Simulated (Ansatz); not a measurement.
# CHFOSSi: one species, many methods

Aim: compute CHFOSSi with functionals from several rungs and with coupled cluster, and see how far each lands from CCSD(T) at the basis-set limit for the atomisation energy.

The runs use Ansatz 0.2.0, Gaussian basis; functionals in def2-TZVPP, the program's frozen cores in correlated methods.

Levels to be run: LDA (SPW92), PBE-D4, revPBE-D4, BLYP-D4, r2SCAN-D4, B97M-V, PBE0-D4, B3LYP-D4, r2SCANh-D4, r2SCAN0-D4, HSE06-D4, BHLYP-D4, CAM-B3LYP-D4, LC-ωPBE, ωB97X-V, ωB97M-V, B2PLYP, PBE-QIDH; CCSD(T)/def2-SVP; CCSD(T)/def2-TZVPP; MP2/def2-QZVPP; extrapolation to the limit; RPA on PBE.

## Step 1: The relaxed structure

All runs share one geometry, relaxed beforehand with PBE0-D4 in a triple-zeta def2 set.

6 atoms, charge 0, spin multiplicity 1.

Atoms are counted from 1 here; the program's logs count them from 0.

Bond lengths: O1–C2 1.124 Å, C2–Si4 1.999 Å, S3–Si4 1.962 Å, Si4–F5 1.591 Å, Si4–H6 1.476 Å. Angles: O1–C2–Si4 165.2°, C2–Si4–S3 91.1°, C2–Si4–F5 99.4°, C2–Si4–H6 102.1°, S3–Si4–F5 123.9°, S3–Si4–H6 126.6°, F5–Si4–H6 104.8°.

As a file:

```csv
atom,x (Å),y (Å),z (Å)
O1,0.4568,-2.3032,0.2417
C2,0.4170,-1.1812,0.1912
S3,-1.9307,0.1721,-0.6216
Si4,-0.1358,0.7246,-0.0521
F5,1.0054,1.2016,-1.0531
H6,0.2293,1.3220,1.2476
```

## Step 2: LDA

This LDA is Slater exchange with PW92 correlation.

The input, in.yaml:

```yaml
crystal:
  periodic: [false, false, false]
  atoms:
    - {symbol: O, position_ang: [0.456753, -2.303189, 0.241717]}
    - {symbol: C, position_ang: [0.416952, -1.181156, 0.191220]}
    - {symbol: S, position_ang: [-1.930671, 0.172123, -0.621595]}
    - {symbol: Si, position_ang: [-0.135782, 0.724602, -0.052094]}
    - {symbol: F, position_ang: [1.005415, 1.201625, -1.053087]}
    - {symbol: H, position_ang: [0.229332, 1.321995, 1.247637]}
basis:
  gaussian: {orbitals: def2-TZVPP}
hamiltonian: {xc: lda}
output: {orbitals: {seedname: orbitals}}
```

Launch:

```sh
$ ansatz run in.yaml --threads 2 --pin off --events-out ev --progress --plain --max-ram 4352MiB
```

The runs that follow: PBE-D4 (GGA); revPBE-D4 (GGA); BLYP-D4 (GGA); r2SCAN-D4 (meta-GGA); B97M-V (meta-GGA); PBE0-D4 (hybrid); B3LYP-D4 (hybrid); r2SCANh-D4 (hybrid); r2SCAN0-D4 (hybrid); HSE06-D4 (hybrid); BHLYP-D4 (hybrid); CAM-B3LYP-D4 (range-separated); LC-ωPBE (range-separated); ωB97X-V (range-separated); ωB97M-V (range-separated); B2PLYP (double hybrid); PBE-QIDH (double hybrid); CCSD(T) in def2-SVP; CCSD(T) in def2-TZVPP; MP2 in def2-QZVPP; RPA on PBE orbitals.

**Question.** What will the summary of the whole plan be? Wanted: atomisation energy, CCSD(T)/CBS; farthest beyond LDA; mean size of error, GGA; mean size of error, meta-GGA; mean size of error, hybrid; mean size of error, range-separated; mean size of error, double hybrid; gap, smallest and largest; T1 diagnostic.

**Answer**, as computed:

| quantity | value |
| --- | --- |
| atomisation energy, CCSD(T)/CBS | 25.635 eV |
| functionals within 0.128 eV (0.5 %) | revPBE-D4, HSE06-D4, ωB97X-V, ωB97M-V |
| farthest beyond LDA | BHLYP-D4 (-1.624 eV) |
| mean size of error, GGA | 0.438 eV |
| mean size of error, meta-GGA | 0.262 eV |
| mean size of error, hybrid | 0.504 eV |
| mean size of error, range-separated | 0.169 eV |
| mean size of error, double hybrid | 0.340 eV |
| gap, smallest and largest | 2.38 eV (LDA (SPW92)), 9.20 eV (LC-ωPBE) |
| T1 diagnostic | 0.0174 |
| triples share of the correlation energy | 4.4 % |

**Reading.** The LDA atomisation energy is off by 4.536 eV (18 %): it overbinds. PBE-D4 is off by +0.976 eV. Double hybrids carry the basis error of their MP2 part in triple zeta, and no dispersion term here, so their miss is partly the set-up's. Taken by rung, range-separated functionals do best (0.169 eV on average) and hybrid ones worst beyond LDA (0.504 eV). The mean of the hybrids holds BHLYP, with half exact exchange. Misses under about 0.128 eV are within the doubt on the reference itself, which lacks core-valence correlation, relativity and higher excitations. Hartree-Fock recovers 67 % of the binding; the rest is correlation. CCSD(T) in def2-SVP is off by -2.209 eV, so the small basis spoils what the method gains. Orbital gaps span 2.4 to 9.2 eV; exact exchange widens them.
